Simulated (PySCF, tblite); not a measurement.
# C₅H₈O₂SSi: geometry, infrared bands and NMR shifts

Wanted: the infrared bands and NMR shifts of C₅H₈O₂SSi (`C#CC(=O)O[Si@H](C)SC`), by calculation.

Computed with tblite 0.8.0 and PySCF 2.14.0, with density-fitted response routines of our own, on a single molecule in the gas phase. Atoms count from 0, in the outputs and in this text.

**1. The molecule as given**

17 atoms, charge 0, multiplicity 1; geometry from: force field or distance geometry start.

Bonds of the start (Å): C0–C1 1.19, C1–C2 1.44, C2–O3 1.27, C2–O4 1.39, O4–Si5 1.75, Si5–C6 1.87, Si5–S7 2.14, S7–C8 1.83, C0–H9 1.08, Si5–H10 1.48, C6–H11 1.11, C6–H12 1.09, C6–H13 1.09, C8–H14 1.14, C8–H15 1.09, C8–H16 1.11.

**2. Relaxing the molecule with GFN2-xTB**

What the job is given:

```
{"job": {"kind": "relax", "xc": "GFN2-xTB", "basis": "xTB"}, "charge": 0, "multiplicity": 1}
C     -4.347500     1.375400     0.269900
C     -3.273300     0.948900    -0.010800
C     -1.956900     0.445800    -0.310700
O     -1.635000     0.346400    -1.530800
O     -1.060400     0.086200     0.693100
Si     0.486700    -0.499600     0.119800
C      0.363300    -2.365900     0.127500
S      2.139100     0.220700     1.272400
C      3.110800     1.306500     0.172800
H     -5.323400     1.771600     0.529000
H      0.692900    -0.118900    -1.296300
H     -0.555600    -2.665700    -0.427100
H      1.267500    -2.781900    -0.319200
H      0.326400    -2.675300     1.173500
H      2.334300     1.934600    -0.379000
H      3.659800     0.693600    -0.547600
H      3.764300     1.989400     0.752400
```

Run with:

```console
OMP_NUM_THREADS=1 python probes_run.py task.json out
```

One launch serves the whole session: the jobs run in the order shown.

**Question.** This job is followed by: GFN2-xTB harmonic vibrations, gas phase; GIAO PBE0/pcSseg-1 NMR shielding, non-relativistic, gas phase. Predict these results of the whole session: strongest single infrared mode (GFN2-xTB); zero-point energy (GFN2-xTB); 13C shifts against TMS (PBE0/pcSseg-1); 1H shifts against TMS (PBE0/pcSseg-1, means over atoms taken as alike); 17O shifts against H2O (PBE0/pcSseg-1); 29Si shifts against TMS (PBE0/pcSseg-1); 33S shifts against CS2 (PBE0/pcSseg-1).

**Answer**, as computed:

```
                                                              quantity                            value
                             strongest single infrared mode (GFN2-xTB)            1200 cm⁻¹, 791 km/mol
                                          zero-point energy (GFN2-xTB)                    72.8 kcal/mol
                                13C shifts against TMS (PBE0/pcSseg-1)  157.8, 83.6, 79.6, 9.3, 0.5 ppm
1H shifts against TMS (PBE0/pcSseg-1, means over atoms taken as alike)       5.74, 2.36, 1.86, 0.62 ppm
                                17O shifts against H2O (PBE0/pcSseg-1)                 472.7, 218.9 ppm
                               29Si shifts against TMS (PBE0/pcSseg-1)                         12.6 ppm
                                33S shifts against CS2 (PBE0/pcSseg-1)                         -186 ppm
```

What this shows: Relaxing lowered the energy by 0.918 eV in 192 steps; the close pair that moved most is O4–Si5, from 1.751 to 1.659 Å. No mode is imaginary among the 45: a minimum at this level. The strongest single mode, at 1200 cm⁻¹, moves mainly C2. GFN2-xTB is a fitted tight-binding method: band positions and strengths are rough. Its intensities can rank the bands wrongly. At PBE0/pcSseg-1: The widest tensor belongs to O3: span 658 ppm, with a paramagnetic part of -540 ppm.
